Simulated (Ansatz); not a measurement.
# Ni: response to strain

Ni is deformed so: zz strain of +1 %. What stress and forces result, by LAPW, PAW and all-electron datasets made for the crystal?

Method: DFT LDA, scalar-relativistic, in Ansatz 0.2.0.

## (1) The starting structure

It takes space group Fm-3m (No. 225, cubic). The conventional cell has a = 3.536 Å, b = 3.536 Å, c = 3.536 Å, α = 90.00°, β = 90.00°, γ = 90.00°. Ni (site symmetry m-3m) has 12 Ni at 2.50 Å as nearest neighbours.

As a file:

```xyz
1
Lattice="0.0000 1.7679 1.7679 1.7679 0.0000 1.7679 1.7679 1.7679 0.0000" Properties=species:S:1:pos:R:3 pbc="T T T"
Ni    0.0000    0.0000    0.0000
```

## (2) After the deformation

Space group Fm-3m before, I4/mmm after.

## (3) LAPW, all electrons

Input file input.yaml:

```yaml
crystal:
  lattice:
    - [0.0, 1.76795, 1.7856295]
    - [1.76795, 0.0, 1.7856295]
    - [1.76795, 1.76795, 0.0]
  atoms:
    - { symbol: Ni, position: [0.0, 0.0, 0.0], spin: 1.5 }
magnetization:
  spin_polarized: true
kpoints:
  mp_grid: { grid: [20, 20, 20] }
  band_path:
    path:
      - [0.0, 0.0, 0.0]
      - [0.0, 0.5, 0.5]
      - [0.25, 0.75, 0.5]
      - [0.0, 0.5, 0.0]
      - [0.0, 0.0, 0.0]
      - [0.5, 0.5, 0.0]
      - [0.3725370062, 0.6274629938, 0.0]
      - [-0.3725370062, 0.3725370062, 0.0]
      - [0.0, 0.0, 0.0]
    npoints: 5
scf:
  occupations: { method: fermi_dirac, width: 0.05 }
hamiltonian:
  xc: lda
  pseudopotentials: { kind: all_electron, lapw: { basis_error: 0.00025 } }
output:
  forces: true
  stress: true
  eigenvalues: true
```

Started as:

```sh
$ ansatz run input.yaml --threads 1 --pin off --max-ram 3072MiB --backend cpu --events-out ev --progress --plain --runs-dir out
```

## (4) Frozen-core PAW

Input file input.yaml:

```yaml
crystal:
  lattice:
    - [0.0, 1.76795, 1.7856295]
    - [1.76795, 0.0, 1.7856295]
    - [1.76795, 1.76795, 0.0]
  atoms:
    - { symbol: Ni, position: [0.0, 0.0, 0.0], spin: 1.5 }
magnetization:
  spin_polarized: true
kpoints:
  mp_grid: { grid: [20, 20, 20] }
scf:
  occupations: { method: fermi_dirac, width: 0.05 }
hamiltonian:
  xc: lda
  pseudopotentials: { kind: paw }
output:
  forces: true
  stress: true
  eigenvalues: true
  efg: { contact_densities: true }
```

## (5) All-electron PAW on datasets made for the crystal

Edit input.yaml of step 4 so:

```diff
@@ -15,3 +15,3 @@
   xc: lda
-  pseudopotentials: { kind: paw }
+  pseudopotentials: { kind: all_electron, datasets: crystal }
 output:
```

(Steps that only read results are left out.)

Q: Predict the outcome of this session. Wanted: pressure; largest shear or deviatoric stress.

As calculated:

| quantity | value |
| --- | --- |
| pressure | LAPW -21.02, PAW -20.94, crystal datasets -21.02 GPa |
| largest shear or deviatoric stress (LAPW) | 0.72 GPa |

The largest part of the stress beyond the pressure is 0.72 GPa in size, in the zz component. No run of the undeformed cell stands beside it, so the pressure holds what the given cell had before the change. PAW: stress within 0.08 GPa of LAPW. Crystal datasets: stress within 0.01 GPa of LAPW. The magnetic state is the one reached from the start moments in this cell; it needn't be the ground state.
